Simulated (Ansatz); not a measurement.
# C₃H₅F₃O: small, medium and large basis sets

Aim: see how fast density functionals converge with the basis set for C₃H₅F₃O.

The runs use Ansatz 0.2.0, Gaussian basis; one geometry, several basis sets.

Levels to be run: PBE0-D4/def2-SVP; ωB97M-V/def2-SVP; PBE0-D4/def2-QZVPP; ωB97M-V/def2-QZVPP; the functionals' def2-TZVPP values are taken from earlier runs.

## (1) Structure used throughout

All runs share one geometry, relaxed beforehand with PBE0-D4 in a triple-zeta def2 set.

SMILES `FCCOC(F)F`, 12 atoms, charge 0, spin multiplicity 1.

Atoms are counted from 1 here; the program's logs count them from 0.

Bond lengths: F1–C2 1.382 Å, C2–C3 1.504 Å, C2–H8 1.093 Å, C2–H9 1.095 Å, C3–O4 1.416 Å, C3–H10 1.091 Å, C3–H11 1.097 Å, O4–C5 1.356 Å, C5–F6 1.352 Å, C5–F7 1.343 Å, C5–H12 1.095 Å. Angles: F1–C2–C3 110.4°, F1–C2–H8 108.2°, F1–C2–H9 107.9°, C3–C2–H8 111.0°, C3–C2–H9 109.6°, H8–C2–H9 109.7°, C2–C3–O4 114.4°, C2–C3–H10 109.0°, C2–C3–H11 109.5°, O4–C3–H10 105.2°, O4–C3–H11 110.4°, H10–C3–H11 108.2°, C3–O4–C5 116.9°, O4–C5–F6 110.6°, O4–C5–F7 107.8°, O4–C5–H12 113.6°, F6–C5–F7 106.6°, F6–C5–H12 108.4° and more.

## (2) PBE0-D4 in def2-SVP

in.yaml

```yaml
crystal:
  periodic: [false, false, false]
  atoms:
    - {symbol: F, position_ang: [-1.485382, 0.483526, 1.041195]}
    - {symbol: C, position_ang: [-0.204464, 0.174008, 1.458602]}
    - {symbol: C, position_ang: [0.469327, -0.725438, 0.458586]}
    - {symbol: O, position_ang: [0.915746, -0.067826, -0.712852]}
    - {symbol: C, position_ang: [-0.036395, 0.345995, -1.584452]}
    - {symbol: F, position_ang: [-0.300086, 1.660939, -1.412655]}
    - {symbol: F, position_ang: [0.458696, 0.213138, -2.825879]}
    - {symbol: H, position_ang: [0.349618, 1.108235, 1.580173]}
    - {symbol: H, position_ang: [-0.279486, -0.339492, 2.422300]}
    - {symbol: H, position_ang: [1.369269, -1.146940, 0.910038]}
    - {symbol: H, position_ang: [-0.202665, -1.552852, 0.199407]}
    - {symbol: H, position_ang: [-0.977278, -0.208392, -1.500663]}
basis:
  gaussian: {orbitals: def2-SVP}
hamiltonian: {xc: pbe0, dispersion: d4}
output: {orbitals: {seedname: orbitals}}
```

Launch:

```sh
> ansatz run in.yaml --threads 4 --pin off --events-out ev --progress --plain --max-ram 11315MiB
```

Further steps of the session: ωB97M-V in def2-SVP; PBE0-D4 in def2-QZVPP; ωB97M-V in def2-QZVPP.

Before running them: what should the planned runs give, taken together? Wanted: PBE0-D4: double and triple zeta above quadruple; ωB97M-V: double and triple zeta above quadruple.

The runs gave:

| quantity | value |
| --- | --- |
| PBE0-D4: double and triple zeta above quadruple | 16.63, 0.70 eV |
| ωB97M-V: double and triple zeta above quadruple | 17.02, 0.67 eV |

In words: For PBE0-D4 the step from double to triple zeta gains 15.93 eV and the next only 0.70 eV. Total energies overstate the basis error of differences, where much of it tends to cancel. The LUMO of ωB97M-V is positive and keeps falling with the basis (3.43 to 1.79 eV): an unbound level that the basis holds in place.
